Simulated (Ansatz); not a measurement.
**C2H9GaSi: how energies converge with the basis set**

One table from this session's results is given with a row withheld; the runs are named, their logs left out.

Method: one geometry, several basis sets; program: Ansatz 0.2.0, Gaussian basis.

Levels to be run: PBE0-D4/def2-SVP; ωB97M-V/def2-SVP; PBE0-D4/def2-QZVPP; ωB97M-V/def2-QZVPP; the functionals' def2-TZVPP values are taken from earlier runs.

## The geometry

The geometry comes from an earlier relaxation with PBE0-D4 in a triple-zeta def2 set; it is a stationary point, not always the lowest conformer.

13 atoms, charge 0, spin multiplicity 1.

Atoms are counted from 1 here; the program's logs count them from 0.

Bond lengths: C1–Ga2 1.975 Å, C1–H5 1.093 Å, C1–H6 1.094 Å, C1–H7 1.091 Å, Ga2–C3 1.975 Å, Ga2–Si4 2.426 Å, C3–H8 1.096 Å, C3–H9 1.092 Å, C3–H10 1.092 Å, Si4–H11 1.491 Å, Si4–H12 1.494 Å, Si4–H13 1.491 Å. Angles: Ga2–C1–H5 110.5°, Ga2–C1–H6 109.8°, Ga2–C1–H7 112.5°, H5–C1–H6 106.7°, H5–C1–H7 108.9°, H6–C1–H7 108.4°, C1–Ga2–C3 120.6°, C1–Ga2–Si4 119.3°, C3–Ga2–Si4 120.1°, Ga2–C3–H8 108.8°, Ga2–C3–H9 112.0°, Ga2–C3–H10 111.9°, H8–C3–H9 107.1°, H8–C3–H10 107.6°, H9–C3–H10 109.2°, Ga2–Si4–H11 112.9°, Ga2–Si4–H12 109.9°, Ga2–Si4–H13 112.9° and more.

The first run:

in.yaml reads:

```yaml
crystal:
  periodic: [false, false, false]
  atoms:
    - {symbol: C, position_ang: [0.101813, 1.661550, -1.222495]}
    - {symbol: Ga, position_ang: [0.148301, 0.121785, 0.013449]}
    - {symbol: C, position_ang: [1.357902, 0.122179, 1.574120]}
    - {symbol: Si, position_ang: [-1.363495, -1.740356, -0.352137]}
    - {symbol: H, position_ang: [0.215021, 1.326006, -2.256836]}
    - {symbol: H, position_ang: [-0.871177, 2.158459, -1.158409]}
    - {symbol: H, position_ang: [0.878584, 2.395802, -1.002861]}
    - {symbol: H, position_ang: [0.804221, 0.479628, 2.449355]}
    - {symbol: H, position_ang: [1.720658, -0.879877, 1.810362]}
    - {symbol: H, position_ang: [2.210480, 0.788349, 1.427907]}
    - {symbol: H, position_ang: [-1.696235, -1.943536, -1.791699]}
    - {symbol: H, position_ang: [-2.655393, -1.492453, 0.355915]}
    - {symbol: H, position_ang: [-0.830085, -3.032337, 0.168029]}
basis:
  gaussian: {orbitals: def2-SVP}
hamiltonian: {xc: pbe0, dispersion: d4}
output: {orbitals: {seedname: orbitals}}
```

Run with:

```console
ansatz run in.yaml --threads 4 --pin off --events-out ev --progress --plain --max-ram 10444MiB
```

Steps of the session up to this table: PBE0-D4 in def2-SVP; ωB97M-V in def2-SVP; PBE0-D4 in def2-QZVPP; ωB97M-V in def2-QZVPP.

One table of the session follows, with a row left open; its other results are not shown here.

It belongs to the step «Functionals by basis». 

| functional | basis | HOMO (eV) | LUMO (eV) |
| --- | --- | --- | --- |
| PBE0-D4 | def2-SVP | -7.07 | -1.36 |
| PBE0-D4 | def2-TZVPP | -7.09 | -1.41 |
| PBE0-D4 | def2-QZVPP | -7.09 | -1.43 |
| ωB97M-V | def2-SVP | ? | ? |
| ωB97M-V | def2-TZVPP | -9.11 | 0.28 |
| ωB97M-V | def2-QZVPP | -9.12 | 0.17 |

Q: Estimate the row for ωB97M-V, def2-SVP from the others.

As computed: HOMO (eV): -9.08; LUMO (eV): 0.36. In the column «HOMO (eV)» it lies between ωB97M-V, def2-TZVPP (-9.11) and PBE0-D4, def2-TZVPP (-7.09).
